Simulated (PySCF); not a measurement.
# C3F8 (perfluoropropane): the cost of one run

Programs: PySCF 2.14.0, with density-fitted response routines of our own. Each step states its level of theory. These are calculated values for one molecule, in the gas phase or a continuum, unless marked as measured. Atoms are numbered from 0 throughout.

### 1 Starting geometry

11 atoms, charge 0, multiplicity 1; geometry from: GFN2-xTB. The atoms were then displaced at random by about 0.01 Å, so the start is not that level's minimum.

Bonds of the start (Å): F0–C1 1.31, C1–F2 1.32, C1–F3 1.35, C1–C4 1.56, C4–F5 1.34, C4–F6 1.33, C4–C7 1.55, C7–F8 1.31, C7–F9 1.34, C7–F10 1.33.

### 2 Optimising the geometry at PBE0-D3(BJ)/def2-TZVP

The job: settings as JSON, then the geometry in Å.

```
{"job": {"xc": "PBE0", "basis": "def2-TZVP", "d3": "d3bj", "grid": 2, "shake": 0.01, "kind": "geom"}, "charge": 0, "multiplicity": 1}
F      1.126920     1.175600    -1.163500
C      1.265680     0.306490    -0.198040
F      1.463280     0.966820     0.929200
F      2.385630    -0.402590    -0.472010
C      0.021090    -0.622230    -0.084280
F      0.239710    -1.512490     0.895480
F     -0.125700    -1.291110    -1.224930
C     -1.273100     0.167880     0.240120
F     -1.561770     1.049490    -0.690850
F     -2.313150    -0.677960     0.348580
F     -1.190480     0.814260     1.404570
```

Command:

```bash
OMP_NUM_THREADS=2 python probes_run.py task.json out
```

The driver reads the jobs from task.json and runs them one after another.

Q: Estimate the wall time and peak memory of this first job on 2 threads of AMD EPYC, shared host.

About 8.4 min, with a peak of 2.5 GiB.
